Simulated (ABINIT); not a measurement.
# InTe2 (F-43m) in ABINIT: optical spectrum with LDA

Aim: the optical spectrum of InTe2 with LDA.

Program: ABINIT 10.8.3 (patched build). These are calculated values, not measurements. Logs are shortened: lines on timing, memory, paths and dates and some standing lists are left out, and cuts for length are marked. The log counts tension as positive stress, the text compression.

### 1 The cell of the first run

The structure is cubic, space group F-43m (No. 216). Conventional cell: a = 7.061 Å, b = 7.061 Å, c = 7.061 Å, α = 90.00°, β = 90.00°, γ = 90.00°. In (site symmetry -43m) has 4 Te at 3.06 Å as nearest neighbours. Around Te (site symmetry -43m) lie 4 In at 3.06 Å and 4 Te at 3.06 Å. Te (site symmetry -43m) is surrounded by 4 Te at 3.06 Å.

The cell was built by a generator and needn't be a form met in nature.

### 2 Optical spectrum, LDA (volume scaled by 0.92)

Input file run.abi:

```
# Datasets
ndtset 3

# Pseudopotentials
pp_dirpath "./"
pseudos "In.hgh, Te.hgh"

# Structure
acell 4.993006515 4.993006515 4.993006515 Angstrom
rprim
     0.0000000000     0.7071067812     0.7071067812
     0.7071067812     0.0000000000     0.7071067812
     0.7071067812     0.7071067812     0.0000000000
ntypat 2
znucl 49 52
natom 3
typat 1 2 2
chkprim 0
chksymtnons 0
tolsym 1.0e-6
xred
            3/4            3/4            3/4
            0.0            0.0            0.0
            1/4            1/4            1/4

# Plane-wave basis
ecut 18.0

# k points
ngkpt 4 4 4
nshiftk 4
shiftk
     0.5000000000     0.5000000000     0.5000000000
     0.5000000000     0.0000000000     0.0000000000
     0.0000000000     0.5000000000     0.0000000000
     0.0000000000     0.0000000000     0.5000000000
istwfk *1

# Exchange and correlation
ixc 7

# Bands and occupations
occopt 3
tsmear 0.00183747

# SCF cycle
nstep 80

# Output
iomode 3
prteig 0
prtebands 0

# Dataset 1: ground state
nband1 12
tolvrs1 1.0e-12
prtden1 1
prtwf1 0
kptopt1 1

# Dataset 2: empty bands at fixed density
iscf2 -3
getden2 1
nband2 20
nbdbuf2 4
tolwfr2 1.0e-12
nstep2 120
prtden2 0
kptopt2 1

# Dataset 3: wave functions and velocity matrix elements in the full zone
optdriver3 8
wfk_task3 "wfk_optics_fullbz"
getwfk3 2
nband3 16
kptopt3 1
prtevk3 1
inclvkb3 2
```

Input file optic.abi:

```
&FILES
 ddkfile_1 = 'runo_DS3_1_EVK.nc',
 ddkfile_2 = 'runo_DS3_2_EVK.nc',
 ddkfile_3 = 'runo_DS3_3_EVK.nc',
 wfkfile = 'runo_DS3_WFK.nc'
/
&PARAMETERS
 broadening = 0.001837,
 domega = 0.002,
 maxomega = 0.8,
 scissor = 0.000000,
 tolerance = 0.002
/
&COMPUTATIONS
 num_lin_comp = 1,
 lin_comp = 11,
 num_nonlin_comp = 0
/
```

Potentials or basis: HGH LDA.

Started as:

```bash
abinit run.abi > log 2>&1
optic optic.abi > optic.log 2>&1
```

run.abo:

```text
.Version 10.8.3 of ABINIT
 DATASET    1 : space group F-4 3 m (#216); Bravais cF (face-center cubic)
================================================================================
 Values of the parameters that define the memory need for DATASET  1.
     intxc =       0    ionmov =       0      iscf =       7    lmnmax =       6
     lnmax =       6     mgfft =      40  mpssoang =       3    mqgrid =    3001
     natom =       3  nloc_mem =       1    nspden =       1   nspinor =       1
    nsppol =       1      nsym =      24    n1xccc =       0    ntypat =       2
    occopt =       3   xclevel =       1
       mpw =        2179          nfft =       64000          nkpt =          10
================================================================================
================================================================================
[... 13 lines left out ...]
 DATASET    3 : space group F-4 3 m (#216); Bravais cF (face-center cubic)
================================================================================
 Values of the parameters that define the memory need for DATASET  3.
     intxc =       0    ionmov =       0      iscf =       7    lmnmax =       6
     lnmax =       6     mgfft =      40  mpssoang =       3    mqgrid =    3001
     natom =       3  nloc_mem =       1    nspden =       1   nspinor =       1
    nsppol =       1      nsym =      24    n1xccc =       0    ntypat =       2
    occopt =       3   xclevel =       1
       mpw =        2179          nfft =       64000          nkpt =          10
================================================================================
================================================================================

--------------------------------------------------------------------------------
------------- Echo of variables that govern the present computation ------------
--------------------------------------------------------------------------------
 -outvars: echo values of preprocessed input variables --------
            acell      9.4354148582E+00  9.4354148582E+00  9.4354148582E+00 Bohr
              amu      1.14820000E+02  1.27600000E+02
          chkprim           0
      chksymtnons           0
             ecut      1.80000000E+01 Hartree
           getden1          0
           getden2          1
           getden3          0
           getwfk1          0
           getwfk2          0
           getwfk3          2
             iscf1          7
             iscf2         -3
             iscf3          7
              ixc           7
           jdtset        1    2    3
         kptrlatt        4   -4    4     -4    4    4     -4   -4    4
          kptrlen      5.33747666E+01
            natom           3
            nband1         12
            nband2         20
            nband3         16
           nbdbuf1          0
           nbdbuf2          4
           nbdbuf3          0
           ndtset           3
            ngfft          40      40      40
             nkpt          10
            nstep1         80
            nstep2        120
            nstep3         80
             nsym          24
           ntypat           2
           occopt           3
        optdriver1          0
        optdriver2          0
        optdriver3          8
           prtden1          1
           prtden2          0
           prtden3          1
        prtebands           0
           prteig           0
           prtevk1          0
           prtevk2          0
           prtevk3          1
            prtwf1          0
            prtwf2          1
            prtwf3          1
            rprim      0.0000000000E+00  7.0710678120E-01  7.0710678120E-01
                       7.0710678120E-01  0.0000000000E+00  7.0710678120E-01
                       7.0710678120E-01  7.0710678120E-01  0.0000000000E+00
           shiftk      5.00000000E-01  5.00000000E-01  5.00000000E-01
          spgroup         216
           tolsym      1.00000000E-06
           tolvrs1     1.00000000E-12
           tolvrs2     0.00000000E+00
           tolvrs3     0.00000000E+00
           tolwfr1     0.00000000E+00
           tolwfr2     1.00000000E-12
           tolwfr3     0.00000000E+00
           tsmear      1.83747000E-03 Hartree
            typat      1  2  2
         wfk_task1          0
         wfk_task2          0
         wfk_task3          7
           xangst      5.2958831480E+00  5.2958831480E+00  5.2958831480E+00
                       0.0000000000E+00  0.0000000000E+00  0.0000000000E+00
                       1.7652943827E+00  1.7652943827E+00  1.7652943827E+00
            xcart      1.0007768745E+01  1.0007768745E+01  1.0007768745E+01
                       0.0000000000E+00  0.0000000000E+00  0.0000000000E+00
                       3.3359229148E+00  3.3359229148E+00  3.3359229148E+00
             xred      7.5000000000E-01  7.5000000000E-01  7.5000000000E-01
                       0.0000000000E+00  0.0000000000E+00  0.0000000000E+00
                       2.5000000000E-01  2.5000000000E-01  2.5000000000E-01
            znucl       49.00000   52.00000

================================================================================

 chkinp: Checking input parameters for consistency, jdtset=   1.
[... 226 lines left out ...]

================================================================================

--- !BeginCycle
iteration_state: {dtset: 2, }
solver: {iscf: -3, nstep: 120, nline: 4, wfoptalg: 0, }
tolerances: {tolwfr: 1.00E-12, }
...

     iter   Etot(hartree)      deltaE(h)  residm     vres2
 Non-SCF case, kpt    1 ( -0.12500 -0.25000  0.00000), residuals and eigenvalues=
  5.22E-13  6.29E-13  7.93E-14  3.27E-13  9.05E-13  4.99E-13  5.65E-13  4.83E-13
  4.78E-13  4.58E-13  2.57E-13  2.57E-13  5.22E-13  5.35E-13  3.08E-13  6.05E-13
  1.71E-12  4.07E-11  7.45E-07  8.50E-07
 -4.3592E-01 -2.9341E-01 -1.2917E-01 -9.9107E-02 -7.3544E-02 -4.5140E-02
  2.5623E-02  2.8636E-02  7.2567E-02  1.1970E-01  1.9118E-01  1.9900E-01
  2.7936E-01  3.1684E-01  3.4698E-01  3.9047E-01  4.1158E-01  4.3745E-01
  5.2273E-01  5.2883E-01
 prteigrs : prtvol=0 or 1, do not print more k-points.

--- !ResultsGS
iteration_state: {dtset: 2, }
comment   : Summary of ground state results
lattice_vectors:
- [  0.0000000,   6.6718458,   6.6718458, ]
- [  6.6718458,   0.0000000,   6.6718458, ]
- [  6.6718458,   6.6718458,   0.0000000, ]
lattice_lengths: [   9.43541,    9.43541,    9.43541, ]
lattice_angles: [ 60.000,  60.000,  60.000, ] # degrees, (23, 13, 12)
lattice_volume:   5.9397478E+02
convergence: {deltae:  0.000E+00, res2:  0.000E+00, residm:  9.763E-13, diffor:  0.000E+00, }
etotal    :  -1.85129597E+01
entropy   :   0.00000000E+00
fermie    :   6.03926580E-02
cartesian_stress_tensor: null
pressure_GPa: null
xred      :
- [  7.5000E-01,   7.5000E-01,   7.5000E-01, In]
- [  0.0000E+00,   0.0000E+00,   0.0000E+00, Te]
- [  2.5000E-01,   2.5000E-01,   2.5000E-01, Te]
cartesian_forces: null
force_length_stats: {min: null, max: null, mean: null, }
...

 Integrated electronic density in atomic spheres:
 ------------------------------------------------
 Atom  Sphere_radius  Integrated_density
    1        2.00000          0.66124267
    2        2.00000          2.09572140
    3        2.00000          2.12717256
================================================================================

 ----iterations are completed or convergence reached----

 Mean square residual over all n,k,spin=   41.443E-14; max=  97.625E-14
 reduced coordinates (array xred) for    3 atoms
       0.750000000000      0.750000000000      0.750000000000
       0.000000000000      0.000000000000      0.000000000000
       0.250000000000      0.250000000000      0.250000000000

 cartesian coordinates (angstrom) at end:
    1      5.29588314799842     5.29588314799842     5.29588314799842
    2      0.00000000000000     0.00000000000000     0.00000000000000
    3      1.76529438266614     1.76529438266614     1.76529438266614
 length scales=  9.435414858223  9.435414858223  9.435414858223 bohr
              =  4.993006515000  4.993006515000  4.993006515000 angstroms
 Eigenvalues (hartree) for nkpt=  10  k points:
 kpt#   1, nband= 20, wtk=  0.09375, kpt= -0.1250 -0.2500  0.0000 (reduced coord)
  -0.43592   -0.29341   -0.12917   -0.09911   -0.07354   -0.04514    0.02562    0.02864
   0.07257    0.11970    0.19118    0.19900    0.27936    0.31684    0.34698    0.39047
   0.41158    0.43745    0.52273    0.52883
      occupation numbers for kpt#   1
   2.00000    2.00000    2.00000    2.00000    2.00000    2.00000    2.00000    2.00000
   0.00265    0.00000    0.00000    0.00000    0.00000    0.00000    0.00000    0.00000
   0.00000    0.00000    0.00000    0.00000
 prteigrs : prtvol=0 or 1, do not print more k-points.

--- !EnergyTerms
iteration_state     : {dtset: 2, }
comment             : Components of total free energy in Hartree
kinetic             :  5.80721161903934E+00
hartree             :  1.55890145725797E+00
xc                  : -4.35305346932181E+00
Ewald energy        : -1.86310246561945E+01
psp_core            :  2.48495068395462E+00
local_psp           : -5.68763905359793E+00
non_local_psp       :  3.08433677231450E-01
internal            : -1.85122197416309E+01
'-kT*entropy'       : -7.40006101451217E-04
total_energy        : -1.85129597477323E+01
...

--- !EnergyTermsDC
iteration_state     : {dtset: 2, }
comment             : '"Double-counting" decomposition of free energy'
band_energy         : -2.13157572553618E+00
Ewald energy        : -1.86310246561945E+01
psp_core            :  2.48495068395462E+00
xc_dc               : -2.34570021756512E-01
internal            : -1.85122197195326E+01
'-kT*entropy'       : -7.40006101451217E-04
total_energy_dc     : -1.85129597256340E+01
...

================================================================================
== DATASET  3 ==================================================================

--- !DatasetInfo
iteration_state: {dtset: 3, }
dimensions: {natom: 3, nkpt: 10, mband: 16, nsppol: 1, nspinor: 1, nspden: 1, mpw: 2179, }
cutoff_energies: {ecut:  18.0, pawecutdg:  -1.0, }
electrons: {nelect:   1.50000000E+01, charge:   0.00000000E+00, occopt:   3.00000000E+00, tsmear:   1.83747000E-03, }
meta: {optdriver: 8, wfk_task: 7, }
...

 mkfilename : getwfk/=0, take file _WFK from output of DATASET   2.

 Exchange-correlation functional for the present dataset will be:
  LDA: Perdew-Wang 92 LSD fit to Ceperley-Alder data - ixc=7
  J.P.Perdew and Y.Wang, PRB 45, 13244 (1992)

--------------------------------------------------------------------------------

 Computation of velocity matrix elements (DDK)

 Parameters extracted from the Abinit header:
    ecut:     18.0
    nkpt:    256
    mband:   20
    nsppol:  1
    nspinor: 1
    useylm:  0
    inclvkb: 2
    bmin: 1, bmax: 20
    Computing diagonal and off-diagonal matrix elements
    Between band index bmin: 1, bmax: 20

== END DATASET(S) ==============================================================
================================================================================

 -outvars: echo values of variables after computation  --------
            acell      9.4354148582E+00  9.4354148582E+00  9.4354148582E+00 Bohr
           etotal1    -1.8512959726E+01
           etotal2    -1.8512959726E+01
           etotal3     0.0000000000E+00
            fcart1    -0.0000000000E+00 -0.0000000000E+00 -0.0000000000E+00
                      -0.0000000000E+00 -0.0000000000E+00 -0.0000000000E+00
                      -0.0000000000E+00 -0.0000000000E+00 -0.0000000000E+00
            fcart3     0.0000000000E+00  0.0000000000E+00  0.0000000000E+00
                       0.0000000000E+00  0.0000000000E+00  0.0000000000E+00
                       0.0000000000E+00  0.0000000000E+00  0.0000000000E+00
            rprim      0.0000000000E+00  7.0710678120E-01  7.0710678120E-01
                       7.0710678120E-01  0.0000000000E+00  7.0710678120E-01
                       7.0710678120E-01  7.0710678120E-01  0.0000000000E+00
           strten1    -1.3360858558E-04 -1.3360858558E-04 -1.3360858558E-04
                       0.0000000000E+00  0.0000000000E+00  0.0000000000E+00
           strten3     0.0000000000E+00  0.0000000000E+00  0.0000000000E+00
                       0.0000000000E+00  0.0000000000E+00  0.0000000000E+00
           xangst      5.2958831480E+00  5.2958831480E+00  5.2958831480E+00
                       0.0000000000E+00  0.0000000000E+00  0.0000000000E+00
                       1.7652943827E+00  1.7652943827E+00  1.7652943827E+00
             xred      7.5000000000E-01  7.5000000000E-01  7.5000000000E-01
                       0.0000000000E+00  0.0000000000E+00  0.0000000000E+00
                       2.5000000000E-01  2.5000000000E-01  2.5000000000E-01
 Calculation completed.
```

Wall time 26 s (1 thread of Arm Neoverse V2, shared host); peak memory 0.25 GiB.

What came out:

* Free energy: -503.7633 eV
* Pressure: 3.9 GPa

Dielectric function (mean over the directions given):
| energy (eV) | real part | imaginary part |
| --- | --- | --- |
| 0.33 | 87.61 | 26.45 |
| 0.76 | 28.02 | 9.05 |
| 1.31 | 7.69 | 34.01 |
| 1.74 | -21.55 | 71.30 |
| 2.29 | 5.57 | 8.41 |
| 2.83 | -4.23 | 20.23 |
| 3.27 | -4.28 | 10.05 |
| 3.81 | -7.28 | 7.20 |
| 4.25 | -5.61 | 7.69 |
| 4.79 | -2.94 | 9.16 |
| 5.33 | -5.15 | 2.95 |
| 5.77 | -4.28 | 2.93 |
| 6.31 | -2.10 | 1.99 |
| 6.75 | -1.19 | 2.52 |
| 7.29 | -4.00 | 3.81 |
| 7.84 | -1.76 | 1.55 |
| 8.27 | -2.06 | 1.27 |
| 8.82 | -1.15 | 1.18 |
| 9.36 | -1.59 | 1.78 |
| 9.80 | -0.92 | 0.93 |
| 10.34 | -0.91 | 1.46 |
| 10.78 | -0.68 | 1.39 |
| 11.32 | -1.02 | 0.71 |
| 11.86 | -0.72 | 0.66 |
| 12.30 | -0.55 | 0.58 |
| 12.84 | -0.80 | 0.68 |
| 13.28 | -0.46 | 0.31 |
| 13.82 | -0.32 | 0.41 |
| 14.37 | -0.51 | 0.42 |
| 14.80 | -0.16 | 0.28 |
| 15.35 | -0.11 | 0.26 |
| 15.89 | -0.08 | 0.18 |
| 16.33 | 0.00 | 0.12 |
| 16.87 | 0.15 | 0.14 |
| 17.31 | 0.06 | 0.10 |
| 17.85 | 0.17 | 0.04 |
| 18.39 | 0.23 | 0.04 |
| 18.83 | 0.29 | 0.01 |
| 19.38 | 0.35 | 0.01 |
| 19.92 | 0.38 | 0.01 |

Caveat: the intraband (Drude) term is left out; spectra need much finer meshes, so this one isn't converged; independent-particle spectra lack excitons; HGH potentials are hard and often keep d shells in the core, so these values are rough. Spin-orbit coupling is left out, which matters for the levels of Te.
